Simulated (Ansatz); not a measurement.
# ClGeH5SSi: rigid scan of one bond length from a Python script

How does the energy of ClGeH5SSi change as one bond is stretched? A script is to give a rigid scan of one bond length; the system is ClGeH5SSi. SMILES: Cl[SiH2][S][GeH3].

Program: the Python package of Ansatz 0.2.0. Level of theory: B3LYP/def2-SVP. These are calculated values, not measurements.

### 1 Starting point

Bond lengths: Cl1–Si2 2.044 Å, Si2–S3 2.144 Å, S3–Ge4 2.257 Å, Si2–H5 1.477 Å, Si2–H6 1.464 Å, Ge4–H7 1.514 Å, Ge4–H8 1.527 Å, Ge4–H9 1.584 Å. Angles: Cl1–Si2–S3 109.6°, Cl1–Si2–H5 110.6°, Cl1–Si2–H6 107.7°, S3–Si2–H5 108.5°, S3–Si2–H6 110.1°, H5–Si2–H6 110.3°, Si2–S3–Ge4 93.3°, S3–Ge4–H7 110.5°, S3–Ge4–H8 110.4°, S3–Ge4–H9 104.6°, H7–Ge4–H8 111.5°, H7–Ge4–H9 110.9°, H8–Ge4–H9 108.7°.

The script holds or builds the structure itself.

### 2 Script

Contents of clgeh5ssi.py:

```python
import ansatz as az
import numpy as np

geometry_ang = [
    ("Cl", [-2.0821, 1.7662, 2.1664]),
    ("Si", [-0.9919, 0.4305, 1.0677]),
    ("S", [0.0972, 1.4712, -0.4573]),
    ("Ge", [1.1281, -0.4018, -1.1808]),
    ("H", [-1.8794, -0.556, 0.4181]),
    ("H", [-0.0636, -0.2423, 1.9781]),
    ("H", [2.0323, -0.0901, -2.3541]),
    ("H", [1.8994, -1.0588, -0.0385]),
    ("H", [-0.0514, -1.3652, -1.6168]),
]
clgeh5ssi = az.Crystal.molecule()
for symbol, xyz in geometry_ang:
    clgeh5ssi = clgeh5ssi.atom(symbol, xyz)

symbols = [site.symbol for site in clgeh5ssi.cartesian_sites]
start = np.array([site.position_ang for site in clgeh5ssi.cartesian_sites])
axis = (start[0] - start[1]) / np.linalg.norm(start[0] - start[1])
moving = [0]
lengths, energies = [1.799, 1.881, 1.963, 2.044, 2.126, 2.208, 2.29, 2.412], []
for length in lengths:
    xyz = start.copy()
    xyz[moving] += (length - np.linalg.norm(start[0] - start[1])) * axis
    point = az.Crystal.molecule()
    for symbol, place in zip(symbols, xyz):
        point = point.atom(symbol, place.tolist())
    setup = (
        point.calculation()
        .basis(gaussian="def2-SVP")
        .functional("b3lyp")
    )
    rep = setup.run().report
    energies.append(rep["free_energy_ev"])
    print(f"r = {length:6.3f} A  E = {energies[-1]:.5f} eV  <S^2> = {abs(rep['mean_field']['state']['spin_squared']):.3f}")

fit = np.polynomial.Polynomial.fit(lengths, np.array(energies) - min(energies), 4).convert()
roots = [r.real for r in fit.deriv().roots() if abs(r.imag) < 1e-9 and fit.deriv(2)(r.real) > 0]
r_e = min(roots, key=lambda r: abs(r - lengths[int(np.argmin(energies))]))
print(f"minimum of the fit at {r_e:.4f} A, force constant {fit.deriv(2)(r_e):.2f} eV/A^2")
```

### 3 The run

Command:

```console
$ python clgeh5ssi.py
```

Without the output at hand: what should come out? Wanted: range of energy; lowest point, distance.

**Answer**, as computed:

| quantity | value |
| --- | --- |
| bond length at the fit's minimum | 2.0708 Å |
| runs compared | 8 |
| range of energy | 1.042 eV |
| lowest point, distance (Å) | 2.04 |

In words: The curve has its lowest point inside the range, at 2.04. The ends stand 1.04 and 0.642 eV above it. The distance scanned is the script's pair 1, 0. The rest of the molecule is held rigid at a force-field or estimated start geometry, and the basis set is modest; single-reference methods fail as a bond breaks. b3lyp holds the VWN-RPA fit, as in Gaussian; the form of ORCA and Turbomole is b3lyp5. The orbitals are restricted, so S² is zero by construction.
